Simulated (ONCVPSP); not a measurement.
# An ONCV potential for Cu, from input to tests

Task: generate the file, and judge it by its errors in other configurations, its logarithmic derivatives, its ghosts and its cutoff.

The numbers are computed with ONCVPSP 4.0.1.1 (patched build) (PBE, scalar-relativistic, spin-unpolarised reference atom).

## 1. Settings

The settings as typed:

| Quantity | Value |
| --- | --- |
| element | copper (Cu, Z = 29) |
| type | optimised norm-conserving Vanderbilt (ONCV) |
| frozen core | [Ne] |
| valence charge | 19 |
| reference configuration | 3s2 3p6 3d10 4s1 |
| partial waves | 3s+4s: rc 1.45 bohr, ncon 4, nbas 8, qcut 10.1 1/bohr, 2 projectors; 3p: rc 0.90 bohr, ncon 4, nbas 8, qcut 12 1/bohr, 2 projectors, debl 0.9 Ha; 3d: rc 0.75 bohr, ncon 4, nbas 7, qcut 12.5 1/bohr, 2 projectors, debl 1.6 Ha |
| local potential | polynomial inside 0.70 bohr (lpopt 1, dvloc0 -1 Ha) |
| core correction | polynomial model core, fcfact 0.75 |

The outer shells as boxes (Hund's rule for the drawing; the calculation is spin-unpolarised):

```
[Ne] core
3s [↑↓]
3p [↑↓][↑↓][↑↓]
3d [↑↓][↑↓][↑↓][↑↓][↑↓]
4s [↑ ]
```

## 2. Generation

Cu.dat reads:

```
# ATOM AND REFERENCE CONFIGURATION
# atsym  z   nc   nv     iexc    psfile
  Cu 29.00    3    4        4      upf
#
#   n    l    f
    1    0    2.00
    2    0    2.00
    2    1    6.00
    3    0    2.00
    3    1    6.00
    3    2   10.00
    4    0    1.00
#
# PSEUDOPOTENTIAL AND OPTIMIZATION
# lmax
    2
#
#   l,   rc,      ep,       ncon, nbas, qcut
    0    1.45    0.00    4    8   10.10
    1    0.90    0.00    4    8   12.00
    2    0.75    0.00    4    7   12.50
#
# LOCAL POTENTIAL
# lloc, lpopt,  rc(5),   dvloc0
    4    1    0.70   -1.00
#
# VANDERBILT-KLEINMAN-BYLANDER PROJECTORs
# l, nproj, debl
    0    2    1.30
    1    2    0.90
    2    2    1.60
#
# MODEL CORE CHARGE
# icmod, fcfact, rcfact
    1    0.75    0.00
#
# LOG DERIVATIVE ANALYSIS
# epsh1, epsh2, depsh
   -6.00    5.00    0.04
#
# OUTPUT GRID
# rlmax, drl
    6.00    0.01
#
# TEST CONFIGURATIONS
# ncnf
    4
# nvcnf
#   n    l    f
    4
    3    0    2.00
    3    1    6.00
    3    2   10.00
    4    0    0.00
#
    4
    3    0    2.00
    3    1    6.00
    3    2    9.00
    4    0    0.00
#
    4
    3    0    2.00
    3    1    6.00
    3    2    8.00
    4    0    0.00
#
    4
    3    0    2.00
    3    1    6.00
    3    2   10.00
    4    0    0.50
#
```

On the command line:

```
$ oncvpsp.x < Cu.dat > Cu.out
```

Q: Predict the outcome of this session. Wanted: cutoffs for 1 and 0.1 mHa per electron, occupied waves; bound ghosts; GHOST(+) flags; largest test error; largest phase difference near zero energy, channels read; rms error of d²Exc/dn², without and with the model core; projector energies reset by the program.

As calculated:

| quantity | value |
| --- | --- |
| cutoffs for 1 and 0.1 mHa per electron, occupied waves | 298 Ha and 389 Ha |
| bound ghosts | none found |
| GHOST(+) flags | d at 4640 eV |
| largest test error (AE − PS) | +1.4 meV, for 3s2 3p6 3d10 4s0 (2 tests unsolved) |
| largest phase difference near zero energy, channels read | 0.000 rad |
| rms error of d²Exc/dn², without and with the model core | 3.28 and 1.82 mHa |
| projector energies reset by the program | p: -2.651, 0.250 Ha |

What this shows: The worst unpolarised test, 3s2 3p6 3d10 4s0, is off by 1.4 meV on 8.2 eV; by total energies transferability rates as very good where solved. Of the tests 2 gave no usable energy difference, which is a warning in itself. By its cutoff, 298 Ha for the looser tolerance, it is very hard. At the looser tolerance the 3d wave is the slowest; 3p needs 43 Ha. The program's ghost test flags no bound state. Near zero energy the phases of the channels with partial waves agree within 0.001 rad. The program also flags highly localised states, GHOST(+) (d).
